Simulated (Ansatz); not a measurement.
A nudged elastic band was laid between two geometries of a periodic cell of 17 atoms, LiSi₁₆ (host Si, host structure diamond, interstitial Li).

These are results of Ansatz 0.2.0, DFT PBE-D3(BJ), scalar-relativistic, plane waves, PAW, not measurements. Settings: PAW set soft_1, cutoff 420 eV, k mesh 2x2x2, gaussian smearing 0.05 eV, spin collinear.

- movable images: 5
- climbing image: yes
- spring: 2.0 eV/Å²
- optimiser: quadratic models (default)
- start path: IDPP
- force threshold: 0.03 eV/Å
- iteration limit: 42
- end points: relaxed

Image 0:

```xyz
17
Lattice="0.0000 5.4300 5.4300 5.4300 0.0000 5.4300 5.4300 5.4300 0.0000" Properties=species:S:1:pos:R:3
Si -0.010 0.011 -0.013
Si 1.360 1.339 1.356
Si 2.747 2.684 -0.031
Si 4.092 4.071 1.356
Si 2.729 0.011 2.726
Si 4.074 1.357 4.072
Si 5.420 2.702 2.726
Si 6.790 4.071 4.054
Si -0.027 2.685 2.743
Si 1.360 4.072 4.089
Si 2.747 5.459 2.743
Si 4.075 6.786 4.071
Si 2.729 2.702 5.417
Si 4.057 4.072 6.786
Si 5.403 5.458 5.400
Si 6.790 6.804 6.787
Li 6.790 4.071 6.786
```

Image 6:

Only the atoms that move by more than 0.05 Å are listed.
```
Si6 4.106 1.327 4.101
Si15 5.434 5.429 5.429
Li17 8.150 2.714 8.144
```

(1) Which bonds break or form, and what moves?

(2) What energy profile does the band end with?

(3) What is the geometry of the highest image?

Answers

(1) Contacts lost: Si8–Li17, Si14–Li17, Si15–Li17, Si16–Li17. Contacts made: Si5–Li17, Si6–Li17, Si7–Li17, Si13–Li17. The atom that moves furthest is Li17, by 2.35 Å; four of its nearest neighbours are Si3 2.40, Si11 2.40, Si15 2.40, Si9 2.40 Å at the first end and Si6 2.40, Si4 2.40, Si2 2.40, Si10 2.40 Å at the last.

(2) The run converged. The highest image is number 3 of 0 to 6, 0.50 eV above the ends, which have the same energy within 2 meV. By the program's own check the climbing image is of a kind that is not told: the force calls were inconclusive, a negative curvature could not be distinguished from the path's own, the only one lies far off the path, or fixed occupations may fill a level only in part (lowest curvatures found: -1.83 and 0.93 eV/Å²). Limits of this set-up: coarse k mesh, a small cell, in which the defect meets its images.

| image | path coordinate (Å) | energy (eV) | Si8–Li17 (Å) | Si14–Li17 (Å) | Si15–Li17 (Å) |
| --- | --- | --- | --- | --- | --- |
| 0 | 0.00 | 0.00 | 2.73 | 2.73 | 2.40 |
| 1 | 0.42 | 0.10 | 2.93 | 2.93 | 2.59 |
| 2 | 0.84 | 0.36 | 3.21 | 3.20 | 2.96 |
| 3 | 1.26 | 0.50 | 3.52 | 3.52 | 3.38 |
| 4 | 1.68 | 0.36 | 3.86 | 3.85 | 3.82 |
| 5 | 2.10 | 0.10 | 4.20 | 4.20 | 4.28 |
| 6 | 2.52 | 0.00 | 4.50 | 4.50 | 4.70 |

(3) 
```xyz
17
Lattice="0.0000 5.4300 5.4300 5.4300 0.0000 5.4300 5.4300 5.4300 0.0000" Properties=species:S:1:pos:R:3
Si -0.096 0.098 -0.097
Si 1.308 1.290 1.301
Si 2.773 2.660 -0.067
Si 4.142 4.125 1.302
Si 2.691 -0.006 2.685
Si 3.991 1.441 3.987
Si 5.439 2.742 2.685
Si 6.819 4.043 4.066
Si -0.064 2.657 2.768
Si 1.305 4.129 4.138
Si 2.774 5.496 2.767
Si 4.172 6.689 4.171
Si 2.689 2.744 5.433
Si 4.071 4.042 6.815
Si 5.518 5.344 5.513
Si 6.820 6.791 6.814
Li 7.467 3.394 7.468
```

Time of the run: 3.8 min on 2 threads of Arm Neoverse V1, with other jobs on the host, peak memory 1.5 GiB.
